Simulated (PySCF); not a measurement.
**A gas-phase reaction: BF3 + BrH → BBrF2 + FH**

Aim: the reaction energy of `FB(F)F` + `Br` → `FB(F)Br` + `F`.

Programs: PySCF 2.14.0. All values are calculated, for the isolated system unless a continuum is named. Atoms count from 0, parts from 1.

## Step 1: The system as given

Each species was relaxed by itself at PBE0-D3(BJ)/def2-SVPD.

## Step 2: Reaction energy: wB97M-D3(BJ)/def2-TZVPD

The job: settings as JSON, then the geometry in Å.

```
{"job": {"kind": "react", "xc": "wB97M-D3(BJ)", "basis": "def2-TZVPD"}, "charge": 0, "multiplicity": 1}
-1 BF3 charge 0 multiplicity 1
F      0.132580     0.335900    -1.265900
B     -0.006480     0.010050    -0.000570
F     -0.185040     0.946340     0.903480
F      0.030080    -1.252510     0.361060

-1 BrH charge 0 multiplicity 1
Br     0.715090    -0.000390    -0.001960
H     -0.708650     0.003560     0.000860

+1 BBrF2 charge 0 multiplicity 1
F      0.637590     1.059330     0.531610
B      0.089630    -0.035610     0.054990
F      0.581810    -1.201920     0.407170
Br    -1.393560     0.067730    -1.127670

+1 FH charge 0 multiplicity 1
F      0.460000     0.005650     0.007550
H     -0.460000    -0.005650    -0.007550
```

Level: wB97M-D3(BJ)/def2-TZVPD reaction energy of separated species, gas phase.

Launch:

```
> OMP_NUM_THREADS=1 python cluster_run.py task.json out
```

This one command runs all jobs of the session in turn.

The program printed:

```text
species 1 (BF3)
coarse grid: 21080 points
cycle   1  E = -324.6691949650  dE =  4.861e-01  |g| = 7.657e-01  |ddm| = 1.475e+00
cycle   2  E = -324.6872228669  dE = -1.803e-02  |g| = 8.002e-01  |ddm| = 6.991e-01
cycle   3  E = -324.7698006032  dE = -8.258e-02  |g| = 4.020e-02  |ddm| = 3.296e-01
cycle   4  E = -324.7701275498  dE = -3.269e-04  |g| = 1.138e-02  |ddm| = 3.736e-02
cycle   5  E = -324.7701637031  dE = -3.615e-05  |g| = 1.054e-03  |ddm| = 1.018e-02
cycle   6  E = -324.7701644604  dE = -7.573e-07  |g| = 1.769e-04  |ddm| = 1.756e-03
final grid: 46024 points
cycle   7  E = -324.7701644293  dE = -4.332e-08  |g| = 1.420e-04  |ddm| = 7.483e-04
cycle   8  E = -324.7701644313  dE = -1.936e-09  |g| = 1.288e-04  |ddm| = 1.835e-04
cycle   9  E = -324.7701644334  dE = -2.192e-09  |g| = 1.467e-05  |ddm| = 4.747e-05
cycle  10  E = -324.7701644335  dE = -9.510e-11  |g| = 3.640e-06  |ddm| = 2.305e-05
converged SCF energy = -324.7701644335

species 2 (BrH)
coarse grid: 9808 points
cycle   1  E = -2574.7444817714  dE = -1.115e+00  |g| = 2.814e-01  |ddm| = 9.887e-01
cycle   2  E = -2574.7574488205  dE = -1.297e-02  |g| = 1.487e-01  |ddm| = 2.655e-01
cycle   3  E = -2574.7608846144  dE = -3.436e-03  |g| = 8.656e-03  |ddm| = 8.708e-02
cycle   4  E = -2574.7609219791  dE = -3.736e-05  |g| = 2.523e-03  |ddm| = 1.268e-02
cycle   5  E = -2574.7609264094  dE = -4.430e-06  |g| = 6.497e-04  |ddm| = 4.934e-03
final grid: 18448 points
cycle   6  E = -2574.7609111107  dE = -1.923e-07  |g| = 3.883e-04  |ddm| = 9.236e-04
cycle   7  E = -2574.7609111383  dE = -2.762e-08  |g| = 2.729e-04  |ddm| = 3.936e-04
cycle   8  E = -2574.7609111454  dE = -7.069e-09  |g| = 3.379e-05  |ddm| = 1.359e-04
cycle   9  E = -2574.7609111464  dE = -1.030e-09  |g| = 1.120e-05  |ddm| = 6.293e-05
cycle  10  E = -2574.7609111465  dE = -5.502e-11  |g| = 1.703e-06  |ddm| = 1.292e-05
converged SCF energy = -2574.7609111465

species 3 (BBrF2)
coarse grid: 23112 points
cycle   1  E = -2798.9014562951  dE = -5.266e-01  |g| = 7.228e-01  |ddm| = 1.686e+00
cycle   2  E = -2798.9112930126  dE = -9.837e-03  |g| = 7.803e-01  |ddm| = 7.324e-01
cycle   3  E = -2798.9956132723  dE = -8.432e-02  |g| = 5.553e-02  |ddm| = 3.433e-01
cycle   4  E = -2798.9961143035  dE = -5.010e-04  |g| = 1.750e-02  |ddm| = 4.545e-02
cycle   5  E = -2798.9961920034  dE = -7.770e-05  |g| = 3.373e-03  |ddm| = 1.775e-02
cycle   6  E = -2798.9961954402  dE = -3.437e-06  |g| = 1.163e-03  |ddm| = 4.252e-03
final grid: 47496 points
cycle   7  E = -2798.9961605929  dE = -2.948e-07  |g| = 8.924e-04  |ddm| = 1.744e-03
cycle   8  E = -2798.9961606523  dE = -5.934e-08  |g| = 7.268e-04  |ddm| = 1.063e-03
cycle   9  E = -2798.9961607220  dE = -6.972e-08  |g| = 5.855e-05  |ddm| = 4.249e-04
cycle  10  E = -2798.9961607235  dE = -1.478e-09  |g| = 3.921e-05  |ddm| = 7.709e-05
cycle  11  E = -2798.9961607239  dE = -4.757e-10  |g| = 5.533e-06  |ddm| = 4.754e-05
converged SCF energy = -2798.9961607239

species 4 (FH)
coarse grid: 7776 points
cycle   1  E = -100.4688139041  dE = -9.408e-02  |g| = 4.644e-01  |ddm| = 6.197e-01
cycle   2  E = -100.4724948772  dE = -3.681e-03  |g| = 5.038e-01  |ddm| = 3.808e-01
cycle   3  E = -100.5053084379  dE = -3.281e-02  |g| = 2.574e-02  |ddm| = 1.678e-01
cycle   4  E = -100.5053844163  dE = -7.598e-05  |g| = 5.007e-03  |ddm| = 1.077e-02
cycle   5  E = -100.5053890576  dE = -4.641e-06  |g| = 4.334e-04  |ddm| = 3.766e-03
final grid: 16976 points
cycle   6  E = -100.5053938465  dE = -6.399e-08  |g| = 1.075e-04  |ddm| = 8.224e-04
cycle   7  E = -100.5053938500  dE = -3.439e-09  |g| = 8.335e-05  |ddm| = 2.187e-04
cycle   8  E = -100.5053938509  dE = -9.079e-10  |g| = 2.022e-05  |ddm| = 3.761e-05
converged SCF energy = -100.5053938509

Reaction energy = 18.219 kcal/mol
```

Run time: 23 s. Hardware: 1 thread of Arm Neoverse N1, shared host; peak memory 0.6 GiB.

Species by species (with the dispersion term, which the log's SCF energies lack):

| ν | species | energy (Eh) | HOMO (eV) |
| --- | --- | --- | --- |
| -1 | FB(F)F | -324.77207 | -14.89 |
| -1 | Br | -2574.76148 | -11.15 |
| +1 | FB(F)Br | -2798.99888 | -11.45 |
| +1 | F | -100.50563 | -14.54 |

## Step 3: Reaction energy: PBE0-D3(BJ)/def2-TZVPD

Same as in step 2 but for these lines:

```diff
@@ -1,2 +1,2 @@
-{"job": {"kind": "react", "xc": "wB97M-D3(BJ)", "basis": "def2-TZVPD"}, "charge": 0, "multiplicity": 1}
+{"job": {"kind": "react", "xc": "PBE0", "basis": "def2-TZVPD", "disp": "d3bj"}, "charge": 0, "multiplicity": 1}
 -1 BF3 charge 0 multiplicity 1
```

With the program's defaults for keys left out, this is: PBE0-D3(BJ)/def2-TZVPD reaction energy of separated species, gas phase.

The program printed:

```text
species 1 (BF3)
coarse grid: 4344 points
cycle   1  E = -324.3015225665  dE =  4.686e-01  |g| = 7.401e-01  |ddm| = 1.542e+00
cycle   2  E = -324.2318818944  dE =  6.964e-02  |g| = 1.046e+00  |ddm| = 7.558e-01
cycle   3  E = -324.3834457434  dE = -1.516e-01  |g| = 1.447e-02  |ddm| = 4.351e-01
cycle   4  E = -324.3834734974  dE = -2.775e-05  |g| = 6.008e-03  |ddm| = 1.459e-02
cycle   5  E = -324.3834789769  dE = -5.480e-06  |g| = 5.644e-04  |ddm| = 3.301e-03
final grid: 46024 points
cycle   6  E = -324.3906551056  dE = -1.375e-04  |g| = 3.887e-03  |ddm| = 5.091e-02
cycle   7  E = -324.3906543728  dE =  7.328e-07  |g| = 4.286e-03  |ddm| = 3.371e-03
cycle   8  E = -324.3906567085  dE = -2.336e-06  |g| = 5.296e-04  |ddm| = 1.710e-03
cycle   9  E = -324.3906567459  dE = -3.735e-08  |g| = 1.488e-04  |ddm| = 3.077e-04
cycle  10  E = -324.3906567487  dE = -2.795e-09  |g| = 5.261e-05  |ddm| = 7.398e-05
cycle  11  E = -324.3906567491  dE = -3.902e-10  |g| = 5.691e-06  |ddm| = 2.440e-05
converged SCF energy = -324.3906567491

species 2 (BrH)
coarse grid: 9808 points
cycle   1  E = -2574.4494535815  dE = -1.081e+00  |g| = 2.724e-01  |ddm| = 1.042e+00
cycle   2  E = -2574.4540918370  dE = -4.638e-03  |g| = 1.699e-01  |ddm| = 2.601e-01
cycle   3  E = -2574.4588661923  dE = -4.774e-03  |g| = 3.007e-02  |ddm| = 1.194e-01
cycle   4  E = -2574.4590976746  dE = -2.315e-04  |g| = 4.156e-03  |ddm| = 2.212e-02
cycle   5  E = -2574.4591016771  dE = -4.002e-06  |g| = 1.311e-03  |ddm| = 4.270e-03
final grid: 18448 points
cycle   6  E = -2574.4591028061  dE = -7.034e-08  |g| = 1.375e-03  |ddm| = 2.024e-03
cycle   7  E = -2574.4591028204  dE = -1.433e-08  |g| = 1.399e-03  |ddm| = 1.791e-03
cycle   8  E = -2574.4591030413  dE = -2.209e-07  |g| = 5.149e-05  |ddm| = 8.398e-04
cycle   9  E = -2574.4591030420  dE = -6.798e-10  |g| = 1.026e-05  |ddm| = 4.413e-05
converged SCF energy = -2574.4591030420

species 3 (BBrF2)
coarse grid: 23112 points
cycle   1  E = -2798.3614891480  dE = -5.754e-01  |g| = 6.763e-01  |ddm| = 1.766e+00
cycle   2  E = -2798.2877210125  dE =  7.377e-02  |g| = 9.856e-01  |ddm| = 7.304e-01
cycle   3  E = -2798.4269132622  dE = -1.392e-01  |g| = 6.379e-02  |ddm| = 4.315e-01
cycle   4  E = -2798.4273185592  dE = -4.053e-04  |g| = 9.883e-03  |ddm| = 4.145e-02
cycle   5  E = -2798.4273289339  dE = -1.037e-05  |g| = 5.251e-03  |ddm| = 9.705e-03
cycle   6  E = -2798.4273362600  dE = -7.326e-06  |g| = 8.075e-04  |ddm| = 4.474e-03
final grid: 47496 points
cycle   7  E = -2798.4273384350  dE =  3.384e-08  |g| = 1.045e-03  |ddm| = 1.616e-03
cycle   8  E = -2798.4273383211  dE =  1.139e-07  |g| = 1.322e-03  |ddm| = 1.655e-03
cycle   9  E = -2798.4273386371  dE = -3.161e-07  |g| = 6.685e-05  |ddm| = 8.819e-04
cycle  10  E = -2798.4273386377  dE = -5.848e-10  |g| = 1.082e-05  |ddm| = 3.507e-05
converged SCF energy = -2798.4273386377

species 4 (FH)
coarse grid: 1712 points
cycle   1  E = -100.3541480942  dE = -3.605e-02  |g| = 4.958e-01  |ddm| = 6.253e-01
cycle   2  E = -100.3146286554  dE =  3.952e-02  |g| = 7.430e-01  |ddm| = 5.125e-01
cycle   3  E = -100.3938727919  dE = -7.924e-02  |g| = 2.284e-02  |ddm| = 2.892e-01
cycle   4  E = -100.3939483487  dE = -7.556e-05  |g| = 4.205e-03  |ddm| = 9.787e-03
cycle   5  E = -100.3939503328  dE = -1.984e-06  |g| = 3.557e-04  |ddm| = 1.247e-03
final grid: 16976 points
cycle   6  E = -100.3948398909  dE = -1.861e-05  |g| = 4.006e-03  |ddm| = 7.553e-03
cycle   7  E = -100.3948379558  dE =  1.935e-06  |g| = 5.512e-03  |ddm| = 3.360e-03
cycle   8  E = -100.3948420649  dE = -4.109e-06  |g| = 9.869e-05  |ddm| = 2.018e-03
cycle   9  E = -100.3948420662  dE = -1.263e-09  |g| = 1.771e-05  |ddm| = 3.903e-05
cycle  10  E = -100.3948420662  dE = -4.772e-11  |g| = 3.064e-06  |ddm| = 1.022e-05
converged SCF energy = -100.3948420662

Reaction energy = 16.881 kcal/mol
```

It took 12 s on 1 thread of Arm Neoverse N1, shared host; peak memory 0.58 GiB.

Reaction energy at this level: 16.88 kcal/mol.

## Step 4: Energies of the species: MP2/def2-TZVPD

Same as in step 3 but for these lines:

```diff
@@ -1,2 +1,2 @@
-{"job": {"kind": "react", "xc": "PBE0", "basis": "def2-TZVPD", "disp": "d3bj"}, "charge": 0, "multiplicity": 1}
+{"job": {"kind": "react", "xc": "MP2", "basis": "def2-TZVPD"}, "charge": 0, "multiplicity": 1}
 -1 BF3 charge 0 multiplicity 1
```

With the program's defaults for keys left out, this is: MP2/def2-TZVPD reaction energy of separated species, gas phase.

The program printed:

```text
species 1 (BF3)
final grid: 46024 points
cycle   1  E = -323.2572111594  dE =  4.456e-01  |g| = 7.006e-01  |ddm| = 1.397e+00
cycle   2  E = -323.3251685442  dE = -6.796e-02  |g| = 3.762e-01  |ddm| = 4.793e-01
cycle   3  E = -323.3437147059  dE = -1.855e-02  |g| = 4.447e-02  |ddm| = 1.789e-01
cycle   4  E = -323.3441099157  dE = -3.952e-04  |g| = 8.856e-03  |ddm| = 3.797e-02
cycle   5  E = -323.3441338979  dE = -2.398e-05  |g| = 1.412e-03  |ddm| = 8.626e-03
cycle   6  E = -323.3441348385  dE = -9.406e-07  |g| = 3.066e-04  |ddm| = 1.432e-03
cycle   7  E = -323.3441348844  dE = -4.585e-08  |g| = 4.687e-05  |ddm| = 3.799e-04
cycle   8  E = -323.3441348856  dE = -1.180e-09  |g| = 9.323e-06  |ddm| = 5.933e-05
cycle   9  E = -323.3441348856  dE = -2.166e-11  |g| = 4.031e-06  |ddm| = 9.029e-06
converged SCF energy = -323.3441348856

species 2 (BrH)
final grid: 18448 points
cycle   1  E = -2572.9852623152  dE = -1.144e+00  |g| = 2.202e-01  |ddm| = 9.640e-01
cycle   2  E = -2572.9999186588  dE = -1.466e-02  |g| = 7.760e-02  |ddm| = 2.157e-01
cycle   3  E = -2573.0014424282  dE = -1.524e-03  |g| = 1.588e-02  |ddm| = 5.815e-02
cycle   4  E = -2573.0016143273  dE = -1.719e-04  |g| = 5.005e-03  |ddm| = 1.886e-02
cycle   5  E = -2573.0016334530  dE = -1.913e-05  |g| = 1.691e-03  |ddm| = 6.805e-03
cycle   6  E = -2573.0016348559  dE = -1.403e-06  |g| = 3.418e-04  |ddm| = 2.059e-03
cycle   7  E = -2573.0016349296  dE = -7.364e-08  |g| = 5.979e-05  |ddm| = 6.414e-04
cycle   8  E = -2573.0016349310  dE = -1.425e-09  |g| = 8.468e-06  |ddm| = 8.660e-05
cycle   9  E = -2573.0016349310  dE = -4.457e-11  |g| = 1.310e-06  |ddm| = 1.889e-05
converged SCF energy = -2573.0016349310

species 3 (BBrF2)
final grid: 47496 points
cycle   1  E = -2796.1558402534  dE = -5.315e-01  |g| = 6.533e-01  |ddm| = 1.620e+00
cycle   2  E = -2796.2205842686  dE = -6.474e-02  |g| = 3.796e-01  |ddm| = 5.412e-01
cycle   3  E = -2796.2424611242  dE = -2.188e-02  |g| = 4.402e-02  |ddm| = 2.038e-01
cycle   4  E = -2796.2429898681  dE = -5.287e-04  |g| = 1.258e-02  |ddm| = 5.074e-02
cycle   5  E = -2796.2430378328  dE = -4.796e-05  |g| = 2.592e-03  |ddm| = 1.459e-02
cycle   6  E = -2796.2430414599  dE = -3.627e-06  |g| = 7.600e-04  |ddm| = 4.211e-03
cycle   7  E = -2796.2430418153  dE = -3.554e-07  |g| = 2.592e-04  |ddm| = 1.229e-03
cycle   8  E = -2796.2430418489  dE = -3.353e-08  |g| = 8.269e-05  |ddm| = 3.635e-04
cycle   9  E = -2796.2430418529  dE = -4.032e-09  |g| = 2.058e-05  |ddm| = 1.369e-04
cycle  10  E = -2796.2430418533  dE = -3.720e-10  |g| = 4.893e-06  |ddm| = 4.695e-05
converged SCF energy = -2796.2430418533

species 4 (FH)
final grid: 16976 points
cycle   1  E = -100.0371195555  dE = -1.649e-01  |g| = 4.007e-01  |ddm| = 6.032e-01
cycle   2  E = -100.0578873627  dE = -2.077e-02  |g| = 2.336e-01  |ddm| = 2.533e-01
cycle   3  E = -100.0646338643  dE = -6.747e-03  |g| = 2.356e-02  |ddm| = 8.092e-02
cycle   4  E = -100.0647512961  dE = -1.174e-04  |g| = 6.199e-03  |ddm| = 1.253e-02
cycle   5  E = -100.0647670088  dE = -1.571e-05  |g| = 1.459e-03  |ddm| = 5.122e-03
cycle   6  E = -100.0647682818  dE = -1.273e-06  |g| = 2.290e-04  |ddm| = 1.848e-03
cycle   7  E = -100.0647683162  dE = -3.438e-08  |g| = 1.958e-05  |ddm| = 4.211e-04
cycle   8  E = -100.0647683164  dE = -1.850e-10  |g| = 2.360e-06  |ddm| = 2.495e-05
converged SCF energy = -100.0647683164

Reaction energy = 15.513 kcal/mol
```

Wall time 6.2 s (1 thread of Arm Neoverse N1, shared host); peak memory 0.42 GiB.

Reaction energy at this level: 15.51 kcal/mol.

## Step 5: Side by side

Energies in kcal/mol, with wall time:

| run | reaction | time |
| --- | --- | --- |
| wB97M-D3(BJ)/def2-TZVPD | 18.22 | 23 s |
| PBE0-D3(BJ)/def2-TZVPD | 16.88 | 12 s |
| MP2/def2-TZVPD | 15.51 | 6.2 s |

## Step 6: Summary of results

| quantity | value |
| --- | --- |
| reaction energy (wB97M-D3(BJ)/def2-TZVPD) | 18.22 kcal/mol |
| ΔH, ΔG at 298 K (xTB thermal terms) | +19.3, +18.7 kcal/mol |
| range of the reaction energy over the runs of this table | 15.51 to 18.22 kcal/mol |

The reaction is endothermic by 19.3 kcal/mol in the gas phase; dispersion gives -0.31, and xTB itself gave 18.80 for the electronic energy (xTB energies and thermal terms come from the earlier relaxation of each species, not shown). No barrier was sought. The reaction energy runs from 15.51 (MP2/def2-TZVPD) to 18.22 kcal/mol (wB97M-D3(BJ)/def2-TZVPD).
